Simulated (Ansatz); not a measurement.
# Li2Sn: from a guess to a relaxed structure

Aim: relax a trial structure of Li2Sn and see where it ends.

Program: Ansatz 0.2.0. Level of theory: DFT PBE, scalar-relativistic, plane waves, PAW. These are calculated values, not measurements.

### Step 1. The system as given

Symmetry: P-3m1, No. 164, trigonal system. Conventional cell: a = 3.391 Å, b = 3.391 Å, c = 7.192 Å, α = 90.00°, β = 90.00°, γ = 120.00°. Li (site symmetry 3m) has 3 Sn at 3.10 Å and 9 Li at 3.10 to 3.39 Å in its first shell of neighbours. Sn (site symmetry -3m) has 6 Li at 3.10 Å and 6 Sn at 3.39 Å in its first shell of neighbours.

As a file:

```xyz
3
Lattice="3.3911 0.0000 0.0000 -1.6956 2.9368 0.0000 0.0000 0.0000 7.1917" Properties=species:S:1:pos:R:3 pbc="T T T"
Li    0.0000    1.9579    5.9931
Li    1.6956    0.9789    1.1986
Sn    0.0000    0.0000    3.5959
```

Recipe of the guess: close-packed layers stacked ABC|A (P-3m1, No. 164). The dimensions are guesses.

### Step 2. The guess as it stands, on a coarse mesh

The input, input.yaml:

```yaml
crystal:
  lattice:
    - [3.39110126, 0.0, 0.0]
    - [-1.69555063, 2.93677984, 0.0]
    - [0.0, 0.0, 7.19174883]
  atoms:
    - { symbol: Li, position: [0.33333333, 0.66666667, 0.83333333] }
    - { symbol: Li, position: [0.66666667, 0.33333333, 0.16666667] }
    - { symbol: Sn, position: [0.0, 0.0, 0.5] }
basis:
  ecutwfc: 420
kpoints:
  mp_grid: { grid: [6, 6, 4] }
hamiltonian:
  xc: pbe
scf:
  occupations: { method: gaussian, width: 0.1 }
  lower_state_search: "off"
output:
  forces: true
  stress: true
  eigenvalues: true
```

On the command line:

```bash
ansatz run input.yaml --threads 1 --pin off --max-ram 2560MiB --backend cpu --events-out ev --progress --plain --runs-dir out
```

The session goes on with these runs: full relaxation; relaxation repeated from the relaxed cell.

**Question.** What will these runs give? Wanted: conventional cell; volume; energy over the elements, grey Sn; gap on the mesh.

As calculated:

| quantity | value |
| --- | --- |
| symmetry at the end (tolerance 0.05 Å) | space group P-3m1 (No. 164) |
| conventional cell | a = 3.255 Å, b = 3.255 Å, c = 7.182 Å, α = 90.00°, β = 90.00°, γ = 120.00° |
| volume | 21.97 Å³/atom |
| energy over the elements, grey Sn | -0.18 eV/atom |
| gap on the mesh | none (metal) |

What this shows: The space group P-3m1 (No. 164) is kept, and the volume per atom shrinks by 8.0 % from the first guess. It lies below the elements, which doesn't yet make it stable: competing phases were not computed in this session. No finished test with a distortion of lower symmetry is shown, so the end may be a saddle point.
